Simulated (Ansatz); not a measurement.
# C₂H₆AlB: how energies converge with the basis set

An exercise on one series of results from a longer session: the logs are not shown, and one member is left open.

The runs use Ansatz 0.2.0, Gaussian basis; one geometry, several basis sets.

Levels to be run: PBE0-D4/def2-SVP; ωB97M-V/def2-SVP; PBE0-D4/def2-QZVPP; ωB97M-V/def2-QZVPP; the functionals' def2-TZVPP values are taken from earlier runs.

## The geometry

An earlier PBE0-D4 in a triple-zeta def2 set relaxation fixed the geometry.

SMILES `C[B]1[CH2][AlH]1`, 10 atoms, charge 0, spin multiplicity 1.

Atoms are counted from 1 here; the program's logs count them from 0.

Bond lengths: C1–B2 1.558 Å, C1–H5 1.094 Å, C1–H6 1.094 Å, C1–H7 1.095 Å, B2–C3 1.467 Å, B2–Al4 1.970 Å, C3–Al4 2.106 Å, C3–H8 1.112 Å, C3–H9 1.092 Å, Al4–H10 1.589 Å. Angles: B2–C1–H5 111.3°, B2–C1–H6 111.3°, B2–C1–H7 112.0°, H5–C1–H6 106.3°, H5–C1–H7 107.9°, H6–C1–H7 107.9°, C1–B2–C3 134.1°, C1–B2–Al4 151.9°, C3–B2–Al4 74.0°, B2–C3–Al4 64.0°, B2–C3–H8 130.4°, B2–C3–H9 124.1°, Al4–C3–H8 66.4°, Al4–C3–H9 171.9°, H8–C3–H9 105.5°, B2–Al4–C3 42.0°, B2–Al4–H10 157.7°, C3–Al4–H10 115.7°.

The first run:

Contents of in.yaml:

```yaml
crystal:
  periodic: [false, false, false]
  atoms:
    - {symbol: C, position_ang: [-1.463480, 0.806111, -0.400480]}
    - {symbol: B, position_ang: [-0.052337, 0.188922, -0.167449]}
    - {symbol: C, position_ang: [0.466253, -0.871678, 0.702679]}
    - {symbol: Al, position_ang: [1.879094, 0.077559, -0.537873]}
    - {symbol: H, position_ang: [-1.776177, 0.698559, -1.442988]}
    - {symbol: H, position_ang: [-1.467252, 1.878918, -0.187801]}
    - {symbol: H, position_ang: [-2.226327, 0.336477, 0.228904]}
    - {symbol: H, position_ang: [1.498948, -1.267629, 0.820570]}
    - {symbol: H, position_ang: [-0.148066, -1.448461, 1.396563]}
    - {symbol: H, position_ang: [3.372544, -0.449878, -0.409124]}
basis:
  gaussian: {orbitals: def2-SVP}
hamiltonian: {xc: pbe0, dispersion: d4}
output: {orbitals: {seedname: orbitals}}
```

Command:

```bash
$ ansatz run in.yaml --threads 2 --pin off --events-out ev --progress --plain --max-ram 4352MiB
```

Steps of the session up to this table: PBE0-D4 in def2-SVP; ωB97M-V in def2-SVP; PBE0-D4 in def2-QZVPP; ωB97M-V in def2-QZVPP.

One of the session's tables, all rows but one given; the rest of the session is left out.

It belongs to the step «Density functionals: the series». 

```
functional       basis  HOMO (eV)
   PBE0-D4    def2-SVP      -6.44
   PBE0-D4  def2-TZVPP      -6.48
   PBE0-D4  def2-QZVPP      -6.49
   ωB97M-V    def2-SVP      -8.42
   ωB97M-V  def2-TZVPP      -8.47
   ωB97M-V  def2-QZVPP          ?
```

**Question.** Estimate the row for ωB97M-V, def2-QZVPP.

As computed: HOMO (eV): -8.49. In the column «HOMO (eV)» it is the lowest.
